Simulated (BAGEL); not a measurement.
# SiH2SClO2 (SMILES O[Si](O)([S])Cl): UHF/6-31G(d) (density fitting with qzvpp-jkfit, spherical functions)

Aim: the vertical ionisation energy of SiH2SClO2 at UHF/6-31G* (density fitting with qzvpp-jkfit, spherical functions), from 2 runs. 

Program for the calculation: BAGEL 1.2.2.

2 further runs of the same task are left out: 2 set aside as unsound or not needed.

## Step 1: Starting point

SiH2SClO2: 7 atoms, total charge 0, spin state doublet. SMILES: `O[Si](O)([S])Cl`. Geometry: relaxed at PBE0-D4/def2-TZVP. This is one conformer, not always the lowest.

Bond lengths: O1–Si2 1.629 Å, Si2–O3 1.620 Å, Si2–S4 2.101 Å, Si2–Cl5 2.052 Å, O1–H6 0.959 Å, O3–H7 0.960 Å. Angles: O1–Si2–O3 106.1°, O1–Si2–S4 115.6°, O1–Si2–Cl5 110.3°, O3–Si2–S4 111.5°, O3–Si2–Cl5 112.0°, S4–Si2–Cl5 101.6°, Si2–O1–H6 117.9°, Si2–O3–H7 116.8°.

## Step 2: A single-point energy at UHF/6-31G(d) (density fitting with qzvpp-jkfit, spherical functions)

File calc.json:

```json
{ "bagel" : [

{
  "title" : "molecule",
  "basis" : "6-31gs.json",
  "df_basis" : "qzvpp-jkfit",
  "angstrom" : "true",
  "geometry" : [
    { "atom" : "O", "xyz" : [      -0.721300,       0.390200,       1.089800 ] },
    { "atom" : "Si", "xyz" : [       0.021300,      -0.031700,      -0.297300 ] },
    { "atom" : "O", "xyz" : [       0.987900,      -1.278400,       0.072600 ] },
    { "atom" : "S", "xyz" : [      -1.252400,      -0.496200,      -1.902100 ] },
    { "atom" : "Cl", "xyz" : [       1.072800,       1.560300,      -1.054000 ] },
    { "atom" : "H", "xyz" : [      -1.337800,       1.124200,       1.063500 ] },
    { "atom" : "H", "xyz" : [       1.290700,      -1.336400,       0.981700 ] }
  ]
},

{
  "title" : "uhf",
  "nopen" : 1
},

{
  "title" : "print",
  "file" : "orbitals.molden",
  "orbitals" : "true"
}

]}
```

The basis set 6-31G* is read from a file made from the Basis Set Exchange's data (not shown).

Command:

```bash
$ BAGEL_NUM_THREADS=1 BAGEL calc.json > calc.out
```

Standard output:

```text
* using 1 threads per process

  ===============================================================
  ===============================================================

  *** Geometry ***

  { "atom" : "O", "xyz" : [     -1.363059,      0.737371,      2.059424 ] },
  { "atom" : "Si", "xyz" : [      0.040251,     -0.059904,     -0.561816 ] },
  { "atom" : "O", "xyz" : [      1.866860,     -2.415826,      0.137194 ] },
  { "atom" : "S", "xyz" : [     -2.366693,     -0.937682,     -3.594448 ] },
  { "atom" : "Cl", "xyz" : [      2.027298,      2.948540,     -1.991771 ] },
  { "atom" : "H", "xyz" : [     -2.528076,      2.124430,      2.009724 ] },
  { "atom" : "H", "xyz" : [      2.439070,     -2.525430,      1.855144 ] },

  Number of auxiliary basis functions:      574

  Since a DF basis is specified, we compute 2- and 3-index integrals:
    o Being stored without compression. Storage requirement is 0.034 GB

  Number of basis functions:       86
  Number of electrons      :       65

    * METHOD: MOLECULE                             0.38

  *** Open-shell HF ***

  === Nuclear Repulsion ===
   367.5482869487

      * DIIS with orbital gradients will be used.

  === UHF iteration (6-31gs.json) ===
      0      -1296.67438567          0.04277161           0.25
      1      -1296.85197121          0.02697565           0.24
      2      -1296.91250964          0.01701811           0.25
      3      -1296.95072989          0.00077222           0.24
      4      -1296.95110025          0.00030048           0.25
      5      -1296.95117047          0.00014896           0.25
      6      -1296.95121863          0.00009342           0.25
      7      -1296.95124316          0.00005138           0.25
      8      -1296.95124985          0.00002736           0.25
      9      -1296.95125150          0.00000976           0.25
[... 20 lines of this table left out ...]
     30      -1296.95125300          0.00000003           0.24
     31      -1296.95125300          0.00000002           0.24
     32      -1296.95125300          0.00000001           0.24
     33      -1296.95125300          0.00000001           0.23
    * SCF iteration converged.

    * S^2 (UHF) is 0.7573

    * Permanent dipole moment:
           (    0.362878,    -0.190842,    -0.905015) a.u.

    * METHOD: UHF                                  8.48

    * METHOD: PRINT                                0.02

  ===============================================================
```

It took 9 s on 1 thread of Arm Neoverse V1, shared host; peak memory 0.15 GiB.

## Step 3: The singlet cation, same level

File input.json:

```json
{ "bagel" : [

{
  "title" : "molecule",
  "basis" : "6-31gs.json",
  "df_basis" : "qzvpp-jkfit",
  "angstrom" : "true",
  "geometry" : [
    { "atom" : "O", "xyz" : [      -0.721300,       0.390200,       1.089800 ] },
    { "atom" : "Si", "xyz" : [       0.021300,      -0.031700,      -0.297300 ] },
    { "atom" : "O", "xyz" : [       0.987900,      -1.278400,       0.072600 ] },
    { "atom" : "S", "xyz" : [      -1.252400,      -0.496200,      -1.902100 ] },
    { "atom" : "Cl", "xyz" : [       1.072800,       1.560300,      -1.054000 ] },
    { "atom" : "H", "xyz" : [      -1.337800,       1.124200,       1.063500 ] },
    { "atom" : "H", "xyz" : [       1.290700,      -1.336400,       0.981700 ] }
  ]
},

{
  "title" : "hf",
  "charge" : 1
},

{
  "title" : "print",
  "file" : "orbitals.molden",
  "orbitals" : "true"
}

]}
```

The basis set 6-31G* is read from a file made from the Basis Set Exchange's data (not shown).

Command:

```bash
$ BAGEL_NUM_THREADS=1 BAGEL input.json > input.out
```

Standard output:

```text
* using 1 threads per process

  ===============================================================
  ===============================================================

  *** Geometry ***

  { "atom" : "O", "xyz" : [     -1.363059,      0.737371,      2.059424 ] },
  { "atom" : "Si", "xyz" : [      0.040251,     -0.059904,     -0.561816 ] },
  { "atom" : "O", "xyz" : [      1.866860,     -2.415826,      0.137194 ] },
  { "atom" : "S", "xyz" : [     -2.366693,     -0.937682,     -3.594448 ] },
  { "atom" : "Cl", "xyz" : [      2.027298,      2.948540,     -1.991771 ] },
  { "atom" : "H", "xyz" : [     -2.528076,      2.124430,      2.009724 ] },
  { "atom" : "H", "xyz" : [      2.439070,     -2.525430,      1.855144 ] },

  Number of auxiliary basis functions:      574

  Since a DF basis is specified, we compute 2- and 3-index integrals:
    o Being stored without compression. Storage requirement is 0.034 GB

  Number of basis functions:       86
  Number of electrons      :       65

    * METHOD: MOLECULE                             0.38

  *** RHF ***

  === Nuclear Repulsion ===
   367.5482869487

      * DIIS with orbital gradients will be used.

  === RHF iteration (6-31gs.json) ===
      0      -1296.20126691          0.02295693           0.14
      1      -1296.40016730          0.01558810           0.13
      2      -1296.53421620          0.00128958           0.13
      3      -1296.53640451          0.00035336           0.13
      4      -1296.53663993          0.00015322           0.13
      5      -1296.53670978          0.00008007           0.12
      6      -1296.53673452          0.00004264           0.12
      7      -1296.53674251          0.00002480           0.12
      8      -1296.53674543          0.00001560           0.13
      9      -1296.53674693          0.00000794           0.12
     10      -1296.53674733          0.00000359           0.12
     11      -1296.53674740          0.00000162           0.12
     12      -1296.53674741          0.00000117           0.13
     13      -1296.53674741          0.00000101           0.13
     14      -1296.53674742          0.00000094           0.13
     15      -1296.53674743          0.00000088           0.13
     16      -1296.53674745          0.00000077           0.13
     17      -1296.53674747          0.00000062           0.13
     18      -1296.53674749          0.00000041           0.13
     19      -1296.53674750          0.00000020           0.13
     20      -1296.53674750          0.00000008           0.13
     21      -1296.53674750          0.00000004           0.13
     22      -1296.53674750          0.00000002           0.13
     23      -1296.53674750          0.00000002           0.13
     24      -1296.53674750          0.00000001           0.13
     25      -1296.53674750          0.00000001           0.13
     26      -1296.53674750          0.00000001           0.13
     27      -1296.53674750          0.00000001           0.13
     28      -1296.53674750          0.00000001           0.13
    * SCF iteration converged.

    * Permanent dipole moment:
           (    1.713589,     0.387260,     0.600225) a.u.

    * METHOD: HF                                   3.97

    * METHOD: PRINT                                0.02

  ===============================================================
```

Run time: 4.5 s. Hardware: 1 thread of Arm Neoverse V1, shared host; peak memory 0.15 GiB.

## Step 4: Results

At UHF/6-31G* (density fitting with qzvpp-jkfit, spherical functions):

| quantity | value |
| --- | --- |
| doublet SiH2SClO2: total energy | -1296.95125 Eh |
| doublet SiH2SClO2: dipole moment | 2.53 D |
| doublet SiH2SClO2: ⟨S²⟩ | 0.757 |
| singlet cation: total energy | -1296.53675 Eh |
| singlet cation: HOMO energy | -18.10 eV |
| singlet cation: LUMO energy | -9.94 eV |
| singlet cation: HOMO–LUMO gap | 8.16 eV |
| vertical ionisation energy (to the singlet cation) | 11.279 eV |

In words: The vertical ionisation energy comes to 11.28 eV (260 kcal/mol). Only the singlet of the ionised species was computed; a triplet could lie lower.
